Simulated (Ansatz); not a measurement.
# C2H7PSi: the cost of one run

Method: the settings change from run to run; program: Ansatz 0.2.0, Gaussian basis.

## (1) The molecule

The structure was relaxed beforehand with PBE0-D4 in a triple-zeta def2 set.

SMILES `P[SiH]1CC1`, 11 atoms, charge 0, spin multiplicity 1.

Atoms are counted from 1 here; the program's logs count them from 0.

Bond lengths: P1–Si2 2.230 Å, P1–H5 1.421 Å, P1–H6 1.421 Å, Si2–C3 1.853 Å, Si2–C4 1.853 Å, Si2–H7 1.481 Å, C3–C4 1.537 Å, C3–H8 1.085 Å, C3–H9 1.085 Å, C4–H10 1.085 Å, C4–H11 1.085 Å. Angles: Si2–P1–H5 95.1°, Si2–P1–H6 95.0°, H5–P1–H6 93.5°, P1–Si2–C3 116.6°, P1–Si2–C4 116.6°, P1–Si2–H7 119.8°, C3–Si2–C4 49.0°, C3–Si2–H7 117.7°, C4–Si2–H7 117.7°, Si2–C3–C4 65.5°, Si2–C3–H8 119.1°, Si2–C3–H9 118.6°, C4–C3–H8 116.5°, C4–C3–H9 116.4°, H8–C3–H9 112.9°, Si2–C4–C3 65.5°, Si2–C4–H10 118.6°, Si2–C4–H11 119.1° and more.

As a file:

```xyz
11

P    -1.79947    1.15687   -0.73479
Si    0.22767    0.57581   -0.00832
C     0.32707   -0.94349    1.04753
C     0.79004   -1.14477   -0.40377
H    -1.32295    1.97861   -1.79147
H    -1.94598    2.24784    0.16365
H     1.26822    1.61304    0.17953
H    -0.58973   -1.44631    1.33670
H     1.09583   -0.99634    1.81154
H     1.84992   -1.32398   -0.55224
H     0.16478   -1.77437   -1.02796
```

## (2) B97M-V/x2c-TZVPPall

Set apart from the defaults: charge -1, multiplicity 2.

in.yaml

```yaml
crystal:
  periodic: [false, false, false]
  atoms:
    - {symbol: P, position_ang: [-1.799473, 1.156874, -0.734794]}
    - {symbol: Si, position_ang: [0.227675, 0.575807, -0.008317]}
    - {symbol: C, position_ang: [0.327068, -0.943495, 1.047526]}
    - {symbol: C, position_ang: [0.790044, -1.144768, -0.403774]}
    - {symbol: H, position_ang: [-1.322950, 1.978609, -1.791469]}
    - {symbol: H, position_ang: [-1.945980, 2.247838, 0.163648]}
    - {symbol: H, position_ang: [1.268220, 1.613042, 0.179532]}
    - {symbol: H, position_ang: [-0.589731, -1.446314, 1.336702]}
    - {symbol: H, position_ang: [1.095825, -0.996343, 1.811541]}
    - {symbol: H, position_ang: [1.849922, -1.323979, -0.552236]}
    - {symbol: H, position_ang: [0.164780, -1.774373, -1.027958]}
basis:
  gaussian: {orbitals: x2c-TZVPPall}
total_charge: -1
magnetization: {spin_polarized: true, initial_magnetization: 1}
hamiltonian: {xc: {name: B97M-V}}
output: {forces: true}
```

Launch:

```sh
ansatz run in.yaml --threads 2 --pin off --events-out ev --progress --plain --max-ram 4352MiB
```

Q: Estimate wall time and peak memory on 2 threads of Arm Neoverse V1, shared host.

About 59 s, with a peak of 0.67 GiB.
